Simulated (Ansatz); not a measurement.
# C2H3Sn with multiplicity 2: molecular dynamics

All numbers below are computed with Ansatz 0.2.0 (UKS BLYP-D4/def2-mTZVP).

## (1) Starting point

Bond lengths: C1–C2 1.226 Å, C2–Sn3 2.085 Å, C1–H4 1.000 Å, Sn3–H5 1.752 Å, Sn3–H6 1.746 Å. Angles: C1–C2–Sn3 177.8°, C2–C1–H4 176.5°, C2–Sn3–H5 109.9°, C2–Sn3–H6 110.8°, H5–Sn3–H6 110.6°.

Coordinates:

```xyz
6

C    -0.3864   -1.8817   -0.1645
C    -0.0125   -0.7264    0.0011
Sn    0.6980    1.2116    0.2976
H    -0.7349   -2.8036   -0.3365
H     0.8157    2.0457   -1.2384
H    -0.3379    2.0903    1.3946
```

## (2) Preparing the start

Input file input.yaml:

```yaml
crystal:
  periodic: [false, false, false]
  atoms:
    - { symbol: C, position_ang: [-0.3864, -1.8817, -0.1645] }
    - { symbol: C, position_ang: [-0.0125, -0.7264, 0.0011] }
    - { symbol: Sn, position_ang: [0.698, 1.2116, 0.2976] }
    - { symbol: H, position_ang: [-0.7349, -2.8036, -0.3365] }
    - { symbol: H, position_ang: [0.8157, 2.0457, -1.2384] }
    - { symbol: H, position_ang: [-0.3379, 2.0903, 1.3946] }
magnetization:
  spin_polarized: true
  initial_magnetization: 1
basis:
  gaussian: { orbitals: def2-mTZVP }
hamiltonian:
  xc: blyp
  dispersion: d4
relax:
  f_tol: 0.02
  max_steps: 40
```

Command:

```console
> ansatz run input.yaml --threads 2 --pin off --max-ram 3072MiB --backend cpu --events-out ev --progress --plain --runs-dir out
```

**Question.** How long does this run take on 2 threads of Arm Neoverse N1, shared host, and how much memory does it need?

About 22 s, with a peak of 0.17 GiB.
